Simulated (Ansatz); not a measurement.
# GdN (Fm-3m): magnetic orders compared

One table from this session's results is given with a row withheld; the runs are named, their logs left out.

Computed with Ansatz 0.2.0 (DFT PBE, scalar-relativistic, plane waves, PAW, unless a step's input says otherwise).

## Starting point

It takes space group Fm-3m (No. 225, cubic). Conventional cell: a = 4.985 Å, b = 4.985 Å, c = 4.985 Å, α = 90.00°, β = 90.00°, γ = 90.00°. Gd (site symmetry m-3m) is surrounded by 6 N at 2.49 Å. N (site symmetry m-3m) is surrounded by 6 Gd at 2.49 Å.

As a file:

```cif
data_structure
_symmetry_space_group_name_H-M 'Fm-3m'
_symmetry_Int_Tables_number 225
_cell_length_a 4.9846
_cell_length_b 4.9846
_cell_length_c 4.9846
_cell_angle_alpha 90.000
_cell_angle_beta 90.000
_cell_angle_gamma 90.000
_cell_volume 123.85
loop_
_atom_site_label
_atom_site_type_symbol
_atom_site_symmetry_multiplicity
_atom_site_Wyckoff_symbol
_atom_site_fract_x
_atom_site_fract_y
_atom_site_fract_z
_atom_site_occupancy
Gd1 Gd 4 a 0.00000 0.00000 0.00000 1
N1 N 4 b 0.50000 0.00000 0.00000 1
```

This cell comes from an earlier session at PBE: 15.481 Å³/atom at -0.05 GPa, on a 12×12×12 mesh.

Set-up of the first run:

input.yaml reads:

```yaml
crystal:
  lattice:
    - [0.0, 2.4922853449, -2.4922853449]
    - [0.0, 2.4922853449, 2.4922853449]
    - [4.9845706898, 0.0, 0.0]
  atoms:
    - { symbol: Gd, position: [0.0, 0.0, 0.0], spin: 7.0 }
    - { symbol: "N", position: [0.0, 1.0, 0.5] }
    - { symbol: Gd, position: [0.5, 0.5, 0.5], spin: 7.0 }
    - { symbol: "N", position: [0.5, 1.5, 1.0] }
basis:
  ecutwfc: 420
  ecutrho_ratio: 4
kpoints:
  mp_grid: { grid: [8, 8, 6] }
hamiltonian:
  xc: pbe
scf:
  occupations: { method: gaussian, width: 0.05 }
  lower_state_search: "off"
output:
  forces: true
  stress: true
  eigenvalues: true
  populations: true
magnetization:
  spin_polarized: true
```

The run is started by

```sh
$ ansatz run input.yaml --threads 1 --pin off --max-ram 2560MiB --backend cpu --events-out ev --progress --plain --runs-dir out
```

Among the steps run: Ferromagnetic, larger cell; Antiferromagnetic, propagation vector (1, 0, 0); Antiferromagnetic, propagation vector (1/2, 1/2, -1/2); No spin polarisation.

One table of the session follows, with a row left open; its other results are not shown here.

```
                                                 order  above the lowest (meV/atom)  largest moment (μB)  pressure (GPa)
                                         ferromagnetic                          0.0                 6.86             0.0
       antiferromagnetic, propagation vector (1, 0, 0)                            ?                    ?               ?
antiferromagnetic, propagation vector (1/2, 1/2, -1/2)                          4.4                 6.84             0.3
                                  no spin polarisation                       3890.9                 0.00            -8.9
```

**Question.** Estimate the row for antiferromagnetic, propagation vector (1, 0, 0).

The run gave: above the lowest (meV/atom): 3.9; largest moment (μB): 6.83; pressure (GPa): 0.1. In the column «above the lowest (meV/atom)» it lies between ferromagnetic (0.0) and antiferromagnetic, propagation vector (1/2, 1/2, -1/2) (4.4).

The first row is the run of the earlier session that started with parallel moments (-4859.6759 eV/atom).

Limits of these values: Only these orders were tried, at zero temperature; the one found in experiment may not be among them.
